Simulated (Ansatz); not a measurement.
Predict the output of the script below (the Python package of Ansatz (0.2.0)).

Script `torsion_al2h6ssi.py`:
```python
# -*- coding: utf-8 -*-
import warnings

import ansatz as az
from ase import Atoms

warnings.simplefilter('ignore', az.DeckWarning)

atoms = Atoms(['Al', 'S', 'Al', 'Si', 'H', 'H', 'H', 'H', 'H', 'H'], positions=[
    (-0.8068, 1.7604, -1.6044),
    (0.9541, 2.0653, -0.2839),
    (1.1825, -0.1739, -0.1219),
    (0.1184, -1.3481, 1.5592),
    (-0.6701, 1.6885, -3.2162),
    (-2.3073, 1.6835, -0.9674),
    (2.1656, -0.9567, -1.1445),
    (0.3877, -2.776, 1.4469),
    (-1.3954, -1.1287, 1.4246),
    (0.4545, -0.8654, 2.9105),
])

first = (
    az.Crystal.molecule_from_ase(atoms).calculation()
    .basis(gaussian='def2-SVP')
    .functional('pbe0')
    .relax(force_tolerance=0.02, max_steps=80)
)
atoms.positions = first.run(threads=1, pin='off').report['positions_ang']

start = atoms.get_dihedral(3, 2, 1, 0)
energies = {}
for turn in range(0, 360, 40):
    turned = atoms.copy()
    turned.set_dihedral(3, 2, 1, 0, start + turn, indices=[0, 1, 4, 5])
    model = (
        az.Crystal.molecule_from_ase(turned).calculation()
        .basis(gaussian='def2-SVP')
        .functional('pbe0')
    )
    energies[round((start + turn) % 360)] = model.run(threads=1, pin='off').report['free_energy_ev']
floor = min(energies.values())
print('dihedral Si3-Al2-S1-Al0 (deg)   E - E(min) (kcal/mol)')
for angle, e in sorted(energies.items()):
    print(f'{angle:8d} {23.060548 * (e - floor):14.3f}  ' + '#' * int(30 * (e - floor) / max(max(energies.values()) - floor, 1e-9)))
```

`python torsion_al2h6ssi.py` gives:
```text
dihedral Si3-Al2-S1-Al0 (deg)   E - E(min) (kcal/mol)
      39          1.644  ###############
      79          3.152  #############################
     119          2.835  ##########################
     159          1.309  ############
     199          1.260  ###########
     239          2.766  #########################
     279          3.198  ##############################
     319          1.675  ###############
     359          0.000
```

The scan is rigid and the energies are electronic, in a modest basis. With rigid groups the curve can differ much from the relaxed path, the start wasn't checked as a minimum of this torsion, and equivalent turns needn't return to the same energy. Finished in 4.2 min on 1 thread of Arm Neoverse V1 (shared host), peak memory 0.3 GiB.
